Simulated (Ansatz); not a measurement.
# Ta3N: an axial (c/a) deformation path

The task, for Ta3N: look for other minima along an axial (c/a) path.

Program: Ansatz 0.2.0. Level of theory: DFT r2SCAN, scalar-relativistic, plane waves, PAW. These are calculated values, not measurements.

1 further run of the same task is left out (set aside as unsound or not needed). Runs told in other sessions of the task aren't counted.

**1. The system as given**

Symmetry: P-3m1, No. 164, trigonal system. The conventional cell has a = 2.990 Å, b = 2.990 Å, c = 7.603 Å, α = 90.00°, β = 90.00°, γ = 120.00°. Ta (site symmetry -3m) has 12 Ta at 2.99 to 3.01 Å in its first shell of neighbours. Ta (site symmetry 3m) is surrounded by 3 N at 2.18 Å. N (site symmetry -3m) has 6 Ta at 2.18 Å in its first shell of neighbours.

Coordinates:

```cif
data_structure
_symmetry_space_group_name_H-M 'P 1'
_symmetry_Int_Tables_number 1
_cell_length_a 2.9905
_cell_length_b 2.9905
_cell_length_c 7.6030
_cell_angle_alpha 90.000
_cell_angle_beta 90.000
_cell_angle_gamma 120.000
_cell_volume 58.88
loop_
_atom_site_label
_atom_site_type_symbol
_atom_site_fract_x
_atom_site_fract_y
_atom_site_fract_z
_atom_site_occupancy
Ta1 Ta 0.00000 0.00000 0.50000 1
Ta2 Ta 0.33333 0.66667 0.17552 1
Ta3 Ta 0.66667 0.33333 0.82448 1
N1 N 0.00000 0.00000 0.00000 1
```

It goes back to an entry of the Materials Project, which need not be the stable form.

This cell was relaxed beforehand with the same method: volume 14.72 Å³/atom, gap on the mesh none (metal).

**2. The reference: the undisturbed cell on the scan's mesh**

input.yaml

```yaml
crystal:
  lattice:
    - [2.9904790395, 0.0, 0.0]
    - [-1.4952395198, 2.5898308177, 0.0]
    - [0.0, 0.0, 7.6030441739]
  atoms:
    - { symbol: Ta, position: [0.0, 0.0, 0.5] }
    - { symbol: Ta, position: [0.3333333333, 0.6666666667, 0.1755176138] }
    - { symbol: Ta, position: [0.6666666667, 0.3333333333, 0.8244823862] }
    - { symbol: "N", position: [0.0, 0.0, 0.0] }
basis:
  ecutwfc: 500
kpoints:
  mp_grid: { grid: [24, 24, 8] }
hamiltonian:
  xc: r2scan
scf:
  occupations: { method: gaussian, width: 0.15 }
output:
  forces: true
  stress: true
  eigenvalues: true
```

The run is started by

```
$ ansatz run input.yaml --threads 1 --pin off --max-ram 2560MiB --backend cpu --events-out ev --progress --plain --runs-dir out
```

The log of the run, cut to the lines that bear on the results:

```text
Warning: RAYON_NUM_THREADS=1 ignored (pool sized by the plan → 1); use --threads N
[...]
Pseudopotentials: kind: paw
Pseudopotential: Ta, paw, valence charge 13, recommended cutoff 500 eV (meta_gga), Ta.paw.azcp
Pseudopotential: N, paw, valence charge 5, recommended cutoff 500 eV (meta_gga), N.paw.azcp
Functional definition: r2SCAN
[...]
Crystal: 4 atoms, lattice volume = 58.884 Å³
Basis set: ecut = 500 eV, 1515 PW (Γ), exchange–correlation on 96×96×240 points (64 copies of the dense FFT grid, shifted against one another)
Bands: 27, of which v1, the nominal top of the filled ones, is band 22 counted from 1 (21 counted from 0)
Symmetry: 12 space group operations
Space group: P-3m1 (ITA 164), of the structure as read, at distance tolerance 3.9e-5 Å
k-points: 449 of 4608
[...]
SCF iter   1: F=—  HF=-30219.838107 eV  |F-HF|=—  |Δ(HF+E_count)|=         —  Δρ=1.11e-2  dr2=8.77e-2  dr2_τ=1.80e-1  ethr=1.77e-3  ⟨swp⟩=5.0  Hψ=51250  notcnv=0
[...]
SCF iter   8: F=-30219.947443 eV  HF=-30219.947443 eV  |F-HF|=2.97e-9  |Δ(HF+E_count)|=   6.57e-8  Δρ=5.58e-6  dr2=1.98e-8  dr2_τ=1.58e-9  ethr=2.27e-10  ⟨swp⟩=4.0  Hψ=49954  notcnv=0
[...]
SCF converged after 8 iterations
Free energy (F): -30219.947443 eV
[...]
E sigma→0 (E₀):  -30219.929778 eV
Entropy (-TS):   -0.035330 eV (-8.833 meV/atom)
Fermi energy:    19.135480 eV
[...]
--- Forces (eV/Å), atoms counted from 1 ---
  atom   1  Ta     0.00000000     0.00000000     0.00000000
  atom   2  Ta     0.00000000     0.00000000    -0.00186469
  atom   3  Ta    -0.00000000    -0.00000000     0.00186469
  atom   4  N     -0.00000000    -0.00000000     0.00000000
[...]
--- Stress (GPa, compression-positive) ---
        0.018430       0.000000       0.000000
        0.000000       0.018430      -0.000000
        0.000000      -0.000000       0.033966
  P = ⅓ Tr σ = 0.0236 GPa (0.236 kbar)
--- Band table (eV; the first three rows and the last of 449) ---
  k-point 0: bands = ["-51.0090", "-50.9838", "-50.4035", "-17.2132", "-16.9451", "-16.5105", "-16.5105", "-16.4887", "-16.4887", "-16.0797", "-15.8499", "-15.8499", "1.0011", "10.2311", "11.8965", "13.6776", "13.6776", "15.1892", "17.4445", "18.6677", "18.8530", "18.8530", "19.5821", [...]
[...]
```

Wall time 2.1 min (1 thread of Intel Xeon at 2.50GHz (Skylake/Cascade Lake), shared host); peak memory 1 GiB.

The reference gives a free energy of -30219.9474 eV, pressure 0.02 GPa, largest force 0.002 eV/Å and gap on the mesh none (metal).

**3. Setting up an axial (c/a) deformation path**

At fixed volume and fractional coordinates, lengths along (0.000, 0.000, 1.000) are scaled against those across it; ρ is that ratio over its starting value.

**4. Point ρ = 0.850**

input.yaml, as its differences from that of step 2:

```diff
@@ -2,5 +2,5 @@
   lattice:
-    - [2.9904790395, 0.0, 0.0]
-    - [-1.4952395198, 2.5898308177, 0.0]
-    - [0.0, 0.0, 7.6030441739]
+    - [3.1569506103, 0.0, 0.0]
+    - [-1.5784753052, 2.733999427, 0.0]
+    - [0.0, 0.0, 6.8223416495]
   atoms:
```

The run is started by

```
$ ansatz run input.yaml --threads 1 --pin off --max-ram 2560MiB --backend cpu --events-out ev --progress --plain --runs-dir out
```

The log of the run, cut to the lines that bear on the results:

```text
Warning: RAYON_NUM_THREADS=1 ignored (pool sized by the plan → 1); use --threads N
[...]
[... 4 set-up lines as earlier in the session ...]
[...]
Crystal: 4 atoms, lattice volume = 58.884 Å³
Basis set: ecut = 500 eV, 1477 PW (Γ), exchange–correlation on 96×96×200 points (64 copies of the dense FFT grid, shifted against one another)
Bands: 27, of which v1, the nominal top of the filled ones, is band 22 counted from 1 (21 counted from 0)
[... 2 set-up lines as earlier in the session ...]
k-points: 449 of 4608
[...]
SCF iter   1: F=—  HF=-30219.410318 eV  |F-HF|=—  |Δ(HF+E_count)|=         —  Δρ=1.14e-2  dr2=1.19e-1  dr2_τ=1.84e-1  ethr=1.77e-3  ⟨swp⟩=5.0  Hψ=51524  notcnv=0
[...]
SCF iter   8: F=-30219.492836 eV  HF=-30219.492836 eV  |F-HF|=1.72e-9  |Δ(HF+E_count)|=   7.13e-9  Δρ=3.04e-6  dr2=5.45e-9  dr2_τ=5.81e-10  ethr=2.27e-10  ⟨swp⟩=5.3  Hψ=42678  notcnv=0
[...]
SCF converged after 8 iterations
Free energy (F): -30219.492836 eV
[...]
E sigma→0 (E₀):  -30219.477585 eV
Entropy (-TS):   -0.030501 eV (-7.625 meV/atom)
Fermi energy:    19.099578 eV
[...]
--- Forces (eV/Å), atoms counted from 1 ---
  atom   1  Ta     0.00000000    -0.00000000     0.00000000
  atom   2  Ta     0.00000000     0.00000000    -1.02997159
  atom   3  Ta     0.00000000    -0.00000000     1.02997159
  atom   4  N      0.00000000    -0.00000000     0.00000000
[...]
--- Stress (GPa, compression-positive) ---
       -6.175806      -0.000000      -0.000000
       -0.000000      -6.175806       0.000000
        0.000000       0.000000      15.833025
  P = ⅓ Tr σ = 1.1605 GPa (11.605 kbar)
--- Band table (eV; the first three rows and the last of 449) ---
[... band rows left out ...]
[...]
```

Run time: 2.1 min. Hardware: 1 thread of Intel Xeon at 2.50GHz (Skylake/Cascade Lake), shared host; peak memory 0.98 GiB.

**5. ρ = 1.200**

input.yaml, as its differences from that of step 4:

```diff
@@ -2,5 +2,5 @@
   lattice:
-    - [3.1569506103, 0.0, 0.0]
-    - [-1.5784753052, 2.733999427, 0.0]
-    - [0.0, 0.0, 6.8223416495]
+    - [2.8141485198, 0.0, 0.0]
+    - [-1.4070742599, 2.4371241081, 0.0]
+    - [0.0, 0.0, 8.5856861962]
   atoms:
```

The run is started by

```
$ ansatz run input.yaml --threads 1 --pin off --max-ram 2560MiB --backend cpu --events-out ev --progress --plain --runs-dir out
```

The log of the run, cut to the lines that bear on the results:

```text
Warning: RAYON_NUM_THREADS=1 ignored (pool sized by the plan → 1); use --threads N
[...]
[... 4 set-up lines as earlier in the session ...]
[...]
Crystal: 4 atoms, lattice volume = 58.884 Å³
Basis set: ecut = 500 eV, 1495 PW (Γ), exchange–correlation on 96×96×256 points (64 copies of the dense FFT grid, shifted against one another)
Bands: 27, of which v1, the nominal top of the filled ones, is band 22 counted from 1 (21 counted from 0)
[... 2 set-up lines as earlier in the session ...]
k-points: 449 of 4608
[...]
the search or the solves at the SCF's close seem to have found levels that the self-consistency loop had missed (the run counts 1). By its estimate they hold under 1e-12 electrons; where the run keeps them, the occupations were computed again with them
[...]
SCF converged after 8 iterations
Free energy (F): -30219.013484 eV
[...]
E sigma→0 (E₀):  -30218.994322 eV
Entropy (-TS):   -0.038323 eV (-9.581 meV/atom)
Fermi energy:    18.670654 eV
[...]
--- Forces (eV/Å), atoms counted from 1 ---
  atom   1  Ta     0.00000000     0.00000000     0.00000000
  atom   2  Ta     0.00000000     0.00000000    -0.33545170
  atom   3  Ta    -0.00000000    -0.00000000     0.33545170
  atom   4  N      0.00000000     0.00000000     0.00000000
[...]
--- Stress (GPa, compression-positive) ---
       18.961655       0.000000       0.000000
        0.000000      18.961655      -0.000000
        0.000000      -0.000000     -27.222126
  P = ⅓ Tr σ = 3.5671 GPa (35.671 kbar)
--- Band table (eV; the first three rows and the last of 449) ---
[... band rows left out ...]
[...]
```

It took 2.8 min on 1 thread of Intel Xeon at 2.50GHz (Skylake/Cascade Lake), shared host; peak memory 1 GiB.

**6. At ρ = 0.920**

input.yaml, as its differences from that of step 5:

```diff
@@ -2,5 +2,5 @@
   lattice:
-    - [2.8141485198, 0.0, 0.0]
-    - [-1.4070742599, 2.4371241081, 0.0]
-    - [0.0, 0.0, 8.5856861962]
+    - [3.0747618715, 0.0, 0.0]
+    - [-1.5373809358, 2.6628218913, 0.0]
+    - [0.0, 0.0, 7.1919401616]
   atoms:
```

The run is started by

```
$ ansatz run input.yaml --threads 1 --pin off --max-ram 2560MiB --backend cpu --events-out ev --progress --plain --runs-dir out
```

The log of the run, cut to the lines that bear on the results:

```text
Warning: RAYON_NUM_THREADS=1 ignored (pool sized by the plan → 1); use --threads N
[...]
[... 4 set-up lines as earlier in the session ...]
[...]
Crystal: 4 atoms, lattice volume = 58.884 Å³
Basis set: ecut = 500 eV, 1491 PW (Γ), exchange–correlation on 96×96×216 points (64 copies of the dense FFT grid, shifted against one another)
Bands: 27, of which v1, the nominal top of the filled ones, is band 22 counted from 1 (21 counted from 0)
[... 2 set-up lines as earlier in the session ...]
k-points: 449 of 4608
[...]
SCF iter   1: F=—  HF=-30219.735006 eV  |F-HF|=—  |Δ(HF+E_count)|=         —  Δρ=1.10e-2  dr2=1.05e-1  dr2_τ=1.84e-1  ethr=1.77e-3  ⟨swp⟩=5.0  Hψ=51337  notcnv=0
[...]
SCF iter   8: F=-30219.830645 eV  HF=-30219.830645 eV  |F-HF|=7.51e-9  |Δ(HF+E_count)|=   2.06e-8  Δρ=5.93e-6  dr2=1.92e-8  dr2_τ=1.85e-9  ethr=2.27e-10  ⟨swp⟩=6.1  Hψ=48667  notcnv=0
[...]
SCF converged after 8 iterations
Free energy (F): -30219.830645 eV
[...]
E sigma→0 (E₀):  -30219.817253 eV
Entropy (-TS):   -0.026783 eV (-6.696 meV/atom)
Fermi energy:    19.199796 eV
[...]
--- Forces (eV/Å), atoms counted from 1 ---
  atom   1  Ta     0.00000000     0.00000000     0.00000000
  atom   2  Ta     0.00000000     0.00000000    -0.60816645
  atom   3  Ta    -0.00000000    -0.00000000     0.60816645
  atom   4  N      0.00000000    -0.00000000     0.00000000
[...]
--- Stress (GPa, compression-positive) ---
       -3.469679       0.000000       0.000000
        0.000000      -3.469679       0.000000
        0.000000       0.000000       8.250005
  P = ⅓ Tr σ = 0.4369 GPa (4.369 kbar)
--- Band table (eV; the first three rows and the last of 449) ---
[... band rows left out ...]
[...]
```

It took 2.2 min on 1 thread of Intel Xeon at 2.50GHz (Skylake/Cascade Lake), shared host; peak memory 0.99 GiB.

**7. Point ρ = 1.100**

input.yaml, as its differences from that of step 6:

```diff
@@ -2,5 +2,5 @@
   lattice:
-    - [3.0747618715, 0.0, 0.0]
-    - [-1.5373809358, 2.6628218913, 0.0]
-    - [0.0, 0.0, 7.1919401616]
+    - [2.896964685, 0.0, 0.0]
+    - [-1.4484823425, 2.5088450111, 0.0]
+    - [0.0, 0.0, 8.1018208779]
   atoms:
```

The run is started by

```
$ ansatz run input.yaml --threads 1 --pin off --max-ram 2560MiB --backend cpu --events-out ev --progress --plain --runs-dir out
```

The log of the run, cut to the lines that bear on the results:

```text
Warning: RAYON_NUM_THREADS=1 ignored (pool sized by the plan → 1); use --threads N
[...]
[... 4 set-up lines as earlier in the session ...]
[...]
Crystal: 4 atoms, lattice volume = 58.884 Å³
Basis set: ecut = 500 eV, 1505 PW (Γ), exchange–correlation on 96×96×240 points (64 copies of the dense FFT grid, shifted against one another)
Bands: 27, of which v1, the nominal top of the filled ones, is band 22 counted from 1 (21 counted from 0)
[... 2 set-up lines as earlier in the session ...]
k-points: 449 of 4608
[...]
SCF iter   1: F=—  HF=-30219.596018 eV  |F-HF|=—  |Δ(HF+E_count)|=         —  Δρ=9.79e-3  dr2=6.92e-2  dr2_τ=1.71e-1  ethr=1.77e-3  ⟨swp⟩=5.0  Hψ=51356  notcnv=0
[...]
SCF iter   8: F=-30219.719202 eV  HF=-30219.719202 eV  |F-HF|=4.79e-9  |Δ(HF+E_count)|=   5.76e-8  Δρ=4.51e-6  dr2=1.32e-8  dr2_τ=1.47e-9  ethr=2.27e-10  ⟨swp⟩=4.4  Hψ=49529  notcnv=0
[...]
SCF converged after 8 iterations
Free energy (F): -30219.719202 eV
[...]
E sigma→0 (E₀):  -30219.699282 eV
Entropy (-TS):   -0.039840 eV (-9.960 meV/atom)
Fermi energy:    18.859910 eV
[...]
--- Forces (eV/Å), atoms counted from 1 ---
  atom   1  Ta    -0.00000000     0.00000000     0.00000000
  atom   2  Ta     0.00000000     0.00000000     0.18635379
  atom   3  Ta     0.00000000    -0.00000000    -0.18635379
  atom   4  N      0.00000000     0.00000000     0.00000000
[...]
--- Stress (GPa, compression-positive) ---
        7.652972       0.000000       0.000000
        0.000000       7.652972      -0.000000
       -0.000000      -0.000000     -13.158041
  P = ⅓ Tr σ = 0.7160 GPa (7.160 kbar)
--- Band table (eV; the first three rows and the last of 449) ---
[... band rows left out ...]
[...]
```

It took 2.1 min on 1 thread of Intel Xeon at 2.50GHz (Skylake/Cascade Lake), shared host; peak memory 1 GiB.

**8. All points together**

All points in order; energies are free energies above the reference cell:

```
    ρ  ΔE (meV/atom)  pressure (GPa)  space group
0.850          113.7             1.2        P-3m1
0.920           29.2             0.4        P-3m1
1.000            0.0             0.0        P-3m1
1.100           57.1             0.7        P-3m1
1.200          233.5             3.6        P-3m1
```

**9. Outcome**

```
     quantity                        value
highest point  233.5 meV/atom at ρ = 1.200
```

No sampled point lies below the undisturbed cell. No further minimum shows among the sampled points. Spin-orbit coupling is left out for Ta.
